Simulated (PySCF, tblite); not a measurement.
# C5H6BClS: geometry, infrared bands and NMR shifts

What infrared bands and NMR shifts should C5H6BClS (`CBc1cc(Cl)cs1`) show?

Computed with tblite 0.8.0 and PySCF 2.14.0, with density-fitted response routines of our own, on a single molecule in the gas phase. Atoms are numbered from 0 throughout.

### Step 1. The starting structure

14 atoms, charge 0, multiplicity 1; geometry from: force field or distance geometry start.

Bonds of the start (Å): C0–B1 1.57, B1–C2 1.57, C2–C3 1.37, C3–C4 1.34, C4–Cl5 1.80, C4–C6 1.35, C6–S7 1.80, S7–C2 1.88, C0–H8 1.11, C0–H9 1.13, C0–H10 1.13, B1–H11 1.20, C3–H12 1.11, C6–H13 1.08.

### Step 2. Geometry optimisation with GFN2-xTB

What the job is given:

```
{"job": {"kind": "relax", "xc": "GFN2-xTB", "basis": "xTB"}, "charge": 0, "multiplicity": 1}
C     -2.557700     0.302000     0.584700
B     -1.465200    -0.739000     0.142000
C      0.077600    -0.536600     0.347100
C      0.863300     0.387400    -0.291500
C      2.166900     0.425700     0.007800
Cl     3.256000     1.610800    -0.799800
C      2.685200    -0.437700     0.911200
S      1.287700    -1.430300     1.467500
H     -2.146700     1.243300     1.002900
H     -3.240700    -0.194000     1.340500
H     -3.139400     0.569900    -0.340600
H     -1.892300    -1.756700    -0.336100
H      0.390800     1.078200    -1.020500
H      3.714000    -0.523500     1.242800
```

The run is started by

```bash
OMP_NUM_THREADS=1 python probes_run.py task.json out
```

This one command runs all jobs of the session in turn.

**Question.** This job is followed by: GFN2-xTB harmonic vibrations, gas phase; GIAO PBE0/pcSseg-1 NMR shielding, non-relativistic, gas phase. Predict these results of the whole session: strongest single infrared mode (GFN2-xTB); zero-point energy (GFN2-xTB); 13C shifts against TMS (PBE0/pcSseg-1); 1H shifts against TMS (PBE0/pcSseg-1, means over atoms taken as alike); 11B shifts against BF3·OEt2 (PBE0/pcSseg-1); 35Cl shifts against HCl (PBE0/pcSseg-1); 33S shifts against CS2 (PBE0/pcSseg-1).

As calculated:

| quantity | value |
| --- | --- |
| strongest single infrared mode (GFN2-xTB) | 1210 cm⁻¹, 272 km/mol |
| zero-point energy (GFN2-xTB) | 59.4 kcal/mol |
| 13C shifts against TMS (PBE0/pcSseg-1) | 157.2, 145.7, 145.5, 138.2, 10.2 ppm |
| 1H shifts against TMS (PBE0/pcSseg-1, means over atoms taken as alike) | 7.98, 7.73, 6.87, 1.23 ppm |
| 11B shifts against BF3·OEt2 (PBE0/pcSseg-1) | 65.3 ppm |
| 35Cl shifts against HCl (PBE0/pcSseg-1) | 189 ppm |
| 33S shifts against CS2 (PBE0/pcSseg-1) | 278 ppm |

**Reading.** The optimisation took 83 steps and gained 0.880 eV; among the close pairs (by a distance rule), C2–S7 changed most, from 1.876 to 1.750 Å. No mode is imaginary among the 36: a minimum at this level. The strongest single mode, at 1210 cm⁻¹, has its largest shares on B1, C2 and H11 (the list is cut at 3 atoms). GFN2-xTB is a fitted tight-binding method: band positions and strengths are rough. Its intensities can rank the bands wrongly. At PBE0/pcSseg-1: The widest tensor belongs to Cl5: span 497 ppm, with a paramagnetic part of -385 ppm. NICS(1)zz of -26 ppm above the planar ring from C2 marks a diatropic (aromatic) ring current.
